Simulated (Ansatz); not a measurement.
# CH8AlBSi2: the cost of one run

Program: Ansatz 0.2.0, Gaussian basis. Level of theory: functionals in def2-TZVPP, the program's frozen cores in correlated methods. These are calculated values, not measurements.

Plan: PBE-D4, r2SCAN-D4, PBE0-D4, B3LYP-D4, ωB97X-V, ωB97M-V, B2PLYP; CCSD(T)/def2-TZVPP; MP2/def2-QZVPP; extrapolation to the limit.

## 1. The relaxed structure

The geometry comes from an earlier relaxation with PBE0-D4 in a triple-zeta def2 set; it is a stationary point, not always the lowest conformer.

13 atoms, charge 0, spin multiplicity 1.

Atoms are counted from 1 here; the program's logs count them from 0.

Bond lengths: B1–Si2 1.867 Å, B1–Al5 2.136 Å, B1–H6 1.191 Å, B1–H7 1.254 Å, Si2–C3 1.867 Å, Si2–Al5 2.778 Å, Si2–H8 1.487 Å, C3–Si4 1.914 Å, C3–H9 1.094 Å, C3–H10 1.091 Å, Si4–Al5 2.448 Å, Si4–H11 1.492 Å, Si4–H12 1.495 Å, Al5–H7 1.920 Å, Al5–H13 1.584 Å. Angles: Si2–B1–Al5 87.6°, Si2–B1–H6 127.6°, Si2–B1–H7 115.7°, Al5–B1–H6 121.2°, Al5–B1–H7 62.8°, H6–B1–H7 116.4°, B1–Si2–C3 122.9°, B1–Si2–Al5 50.2°, B1–Si2–H8 122.0°, C3–Si2–Al5 87.6°, C3–Si2–H8 114.0°, Al5–Si2–H8 127.1°, Si2–C3–Si4 103.8°, Si2–C3–H9 109.0°, Si2–C3–H10 113.7°, Si4–C3–H9 109.3°, Si4–C3–H10 112.4°, H9–C3–H10 108.6° and more.

## 2. PBE-D4 (GGA)

Contents of in.yaml:

```yaml
crystal:
  periodic: [false, false, false]
  atoms:
    - {symbol: B, position_ang: [-1.960558, 0.480173, -0.054888]}
    - {symbol: Si, position_ang: [-0.822962, -0.686729, -0.966229]}
    - {symbol: C, position_ang: [0.686377, -1.451489, -0.177948]}
    - {symbol: Si, position_ang: [1.618824, 0.044698, 0.566155]}
    - {symbol: Al, position_ang: [-0.234579, 1.638516, 0.436260]}
    - {symbol: H, position_ang: [-2.952652, 0.995821, -0.463826]}
    - {symbol: H, position_ang: [-1.707698, 0.644772, 1.162526]}
    - {symbol: H, position_ang: [-0.883877, -0.853403, -2.442894]}
    - {symbol: H, position_ang: [0.367719, -2.116100, 0.629982]}
    - {symbol: H, position_ang: [1.303225, -2.020572, -0.874877]}
    - {symbol: H, position_ang: [2.333301, -0.317011, 1.825604]}
    - {symbol: H, position_ang: [2.666784, 0.434455, -0.426256]}
    - {symbol: H, position_ang: [-0.393502, 3.172065, 0.801291]}
basis:
  gaussian: {orbitals: def2-TZVPP}
hamiltonian: {xc: pbe, dispersion: d4}
output: {forces: true, orbitals: {seedname: orbitals}}
```

On the command line:

```sh
$ ansatz run in.yaml --threads 4 --pin off --events-out ev --progress --plain --max-ram 10444MiB
```

**Question.** How long does this run take on 4 threads of Arm Neoverse V1, shared host, and how much memory does it need?

About 4.4 s, with a peak of 0.49 GiB.
